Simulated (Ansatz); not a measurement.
# CH5FOSi: the cost of one run

Program: Ansatz 0.2.0. Level of theory: RKS B3LYP/cc-pVDZ. These are calculated values, not measurements.

## (1) The structure to begin with

Bond lengths: Si1–H2 1.660 Å, Si1–F3 1.790 Å, Si1–O4 1.679 Å, O4–C5 1.420 Å, C5–H6 1.110 Å, C5–H7 1.110 Å, C5–H8 1.110 Å, Si1–H9 1.459 Å. Angles: H2–Si1–F3 43.3°, H2–Si1–O4 122.2°, H2–Si1–H9 122.2°, F3–Si1–O4 122.7°, F3–Si1–H9 122.7°, O4–Si1–H9 109.5°, Si1–O4–C5 125.0°, O4–C5–H6 109.5°, O4–C5–H7 109.5°, O4–C5–H8 109.5°, H6–C5–H7 109.4°, H6–C5–H8 109.4°, H7–C5–H8 109.4°.

As a file:

```xyz
9

Si    0.0000    0.0000    0.0000
H     0.8854    0.0000    1.4041
F     1.7331    0.0000    0.4480
O    -0.7913    1.3709   -0.5594
C    -2.1512    1.4177   -0.9653
H    -2.7687    0.8215   -0.2614
H    -2.5023    2.4707   -0.9639
H    -2.2473    0.9975   -1.9882
H    -0.6877   -1.1914   -0.4862
```

## (2) Pulling towards end A

Springs on the bonds that form and break draw the guess towards this end; the thresholds are loose.

Contents of input.yaml:

```yaml
crystal:
  periodic: [false, false, false]
  atoms:
    - { symbol: Si, position_ang: [0.0, 0.0, 0.0] }
    - { symbol: H, position_ang: [0.8854, 0.0, 1.4041] }
    - { symbol: F, position_ang: [1.7331, 0.0, 0.448] }
    - { symbol: O, position_ang: [-0.7913, 1.3709, -0.5594] }
    - { symbol: C, position_ang: [-2.1512, 1.4177, -0.9653] }
    - { symbol: H, position_ang: [-2.7687, 0.8215, -0.2614] }
    - { symbol: H, position_ang: [-2.5023, 2.4707, -0.9639] }
    - { symbol: H, position_ang: [-2.2473, 0.9975, -1.9882] }
    - { symbol: H, position_ang: [-0.6877, -1.1914, -0.4862] }
basis:
  gaussian: { orbitals: cc-pVDZ }
hamiltonian:
  xc: b3lyp
relax:
  f_tol: 0.15
  max_steps: 25
  restrain:
    - { distance: [1, 2], at: 2.12, k: 30.0 }
    - { distance: [0, 1], at: 1.46, k: 30.0 }
    - { distance: [0, 2], at: 1.59, k: 30.0 }
output:
  orbitals: {}
```

The run is started by

```bash
ansatz run input.yaml --threads 2 --pin off --max-ram 3072MiB --backend cpu --events-out ev --progress --plain --runs-dir out
```

**Question.** How long does this run take on 2 threads of Arm Neoverse V2, shared host, and how much memory does it need?

About 17 s, with a peak of 0.16 GiB.
